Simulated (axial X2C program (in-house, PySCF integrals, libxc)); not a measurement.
# A two-component session on SnB⁺: properties at the nuclei

Wanted for SnB⁺: properties at the nuclei, at the two-component level.

Computed with an in-house X2C program for linear molecules on PySCF integrals. Level: two-component X2C with atomic mean-field terms, Sn dyall-cv3z, B dyall-v3z.

All values are calculated.

## (1) Set-up

The input, task.json:

```json
{
 "zs": [
  50,
  5
 ],
 "q": 1,
 "bas": [
  "dyall-cv3z",
  "dyall-v3z"
 ],
 "r0": 2.25,
 "levels": [
  "PBE0",
  "HF",
  "PBE",
  "r2SCAN",
  "TPSSh"
 ],
 "nst": 3
}
```

Keys: zs atomic numbers; q charge; bas basis sets; r0 starting distance in Å; levels methods (HF also brings MP2); nst determinants followed.

Launch:

```bash
$ python soeom.py task.json out
```

Nuclei are Gaussian, cores are contracted, and the Gaunt term is on.

## (2) Expectation values, lowest determinant

R = 2.375 Å. State: Ω = 2 (excess of +ω over −ω: ω = 1/2, ω = 3/2).

Output of the PBE0 run:

```text
two-component X2C + atomic mean field  PBE0
basis functions 171  fitting functions 915  grid points 5082
iter        total energy     max residual
   1      -6198.045348170     9.47e-05
   2      -6198.045348178     1.44e-05
   3      -6198.045348181     1.80e-05
   4      -6198.045348182     4.20e-06
converged
one-electron -8613.63166602  Coulomb 2533.33348701  exact exchange -41.85445628  xc functional -128.07558824  nuclear repulsion 55.70286431  atomic mean-field constant -3.51998896
```

The highest occupied spinor is 48% Sn p, 48% B p, 2% Sn d.

| level | Eeff magnitude (GV/cm) | Ws magnitude Sn (kHz) | A∥/gI Sn (MHz) | qzz Sn (a.u.) | A∥/gI B (MHz) | qzz B (a.u.) |
| --- | --- | --- | --- | --- | --- | --- |
| PBE0 | 2.67 | 0.856 | 176 | -5.44 | 68.8 | -0.32 |
| HF | 5.03 | 1.56 | 58.3 | -5.57 | 66.9 | -0.38 |
| PBE | 2.26 | 0.725 | 224 | -5.36 | 71.5 | -0.32 |
| r2SCAN | 1.56 | 0.54 | 116 | -5.47 | 77.2 | -0.35 |
| TPSSh | 2.21 | 0.721 | 190 | -5.28 | 73 | -0.34 |

Eeff is the effective electric field on the electron dipole moment in this Ω state and Ws the scalar–pseudoscalar constant (defined with the proton number Z and per Ω); A∥ is the parallel hyperfine constant, which follows by multiplying with the nuclear g factor gI = μI/(I μN); qzz is the electric field gradient, eQq0 = 234.96 MHz × Q/barn × qzz. The operators were transformed with the bare-nucleus X2C matrices.

## (3) Expectation values, a higher determinant

R = 2.375 Å. State: Ω = 1 (excess of +ω over −ω: 2 × ω = 1/2), 0.01 eV above the lowest in the PBE0 search for states (made at or near this distance, with looser thresholds).

Output of the PBE0 run:

```text
two-component X2C + atomic mean field  PBE0
basis functions 171  fitting functions 915  grid points 5082
iter        total energy     max residual
   1      -6198.045023719     4.89e-05
   2      -6198.045023726     3.05e-05
   3      -6198.045023726     2.67e-06
converged
one-electron -8613.92837335  Coulomb 2533.62666889  exact exchange -41.85360416  xc functional -128.07259045  nuclear repulsion 55.70286431  atomic mean-field constant -3.51998896
```

The highest occupied spinor is 57% Sn p, 38% B p, 2% B d.

| level | Eeff magnitude (GV/cm) | Ws magnitude Sn (kHz) | A∥/gI Sn (MHz) | qzz Sn (a.u.) | A∥/gI B (MHz) | qzz B (a.u.) |
| --- | --- | --- | --- | --- | --- | --- |
| PBE0 | 3.88 | 2.24 | 958 | -4.02 | 134 | -0.40 |
| HF | 5.48 | 3.2 | 844 | -2.73 | 110 | -0.51 |
| PBE | 3.34 | 1.92 | 1020 | -4.20 | 143 | -0.38 |
| r2SCAN | 4.04 | 2.37 | 1080 | -4.04 | 132 | -0.42 |
| TPSSh | 4.07 | 2.35 | 967 | -3.88 | 138 | -0.41 |

## (4) Expectation values, a higher determinant

R = 2.375 Å. State: Ω = 1 (excess of +ω over −ω: ω = -1/2, ω = 3/2), 0.17 eV above the lowest in the PBE0 search for states (made at or near this distance, with looser thresholds).

Output of the PBE0 run:

```text
two-component X2C + atomic mean field  PBE0
basis functions 171  fitting functions 915  grid points 5082
iter        total energy     max residual
   1      -6198.039058718     1.46e-05
   2      -6198.039058722     1.31e-05
   3      -6198.039058723     5.08e-06
converged
one-electron -8613.64117839  Coulomb 2533.33580154  exact exchange -41.85059786  xc functional -128.06595936  nuclear repulsion 55.70286431  atomic mean-field constant -3.51998896
```

The highest occupied spinor is 51% Sn p, 44% B p, 2% B d.

| level | Eeff magnitude (GV/cm) | Ws magnitude Sn (kHz) | A∥/gI Sn (MHz) | qzz Sn (a.u.) | A∥/gI B (MHz) | qzz B (a.u.) |
| --- | --- | --- | --- | --- | --- | --- |
| PBE0 | 6.71 | 3.85 | 20 | -4.25 | -67.9 | -0.30 |
| HF | 16.2 | 9.4 | 415 | -3.37 | -73.9 | -0.44 |
| PBE | 5.45 | 3.09 | -306 | -2.96 | -49.3 | -0.18 |
| r2SCAN | 5.85 | 3.39 | -9.78 | -4.45 | -71.2 | -0.35 |
| TPSSh | 6.17 | 3.53 | 102 | -4.34 | -75.3 | -0.34 |

## (5) Outcome

| quantity | value |
| --- | --- |
| lowest determinant | Ω = 2 (excess of +ω over −ω: ω = 1/2, ω = 3/2) |
| Eeff magnitude (GV/cm), PBE0 | 2.67 |
| Ws magnitude Sn (kHz), PBE0 | 0.856 |
| A∥/gI Sn (MHz), PBE0 | 176 |
| qzz Sn (a.u.), PBE0 | -5.44 |
| higher determinant | Ω = 1 (excess of +ω over −ω: 2 × ω = 1/2) |
| Eeff magnitude (GV/cm), PBE0, higher determinant | 3.88 |
| Ws magnitude Sn (kHz), PBE0, higher determinant | 2.24 |
| A∥/gI Sn (MHz), PBE0, higher determinant | 958 |
| qzz Sn (a.u.), PBE0, higher determinant | -4.02 |
| higher determinant | Ω = 1 (excess of +ω over −ω: ω = -1/2, ω = 3/2) |
| Eeff magnitude (GV/cm), PBE0, higher determinant | 6.71 |
| Ws magnitude Sn (kHz), PBE0, higher determinant | 3.85 |
| A∥/gI Sn (MHz), PBE0, higher determinant | 20 |
| qzz Sn (a.u.), PBE0, higher determinant | -4.25 |

In words: In the first state, the effective field runs from 1.56 to 5.03 GV/cm over the mean-field levels, so the levels don't agree on it. The expectation values come from single determinants, which for open shells can mix terms of unlike spin or miss the lowest Ω, so a determinant need not be a state. Eeff is the effective electric field on the electron dipole moment in this Ω state and Ws the scalar–pseudoscalar constant (defined with the proton number Z and per Ω); A∥ is the parallel hyperfine constant, which follows by multiplying with the nuclear g factor gI = μI/(I μN); qzz is the electric field gradient, eQq0 = 234.96 MHz × Q/barn × qzz. The operators were transformed with the bare-nucleus X2C matrices. A second determinant lies within 0.1 eV of the first, so their order is not settled at this level.
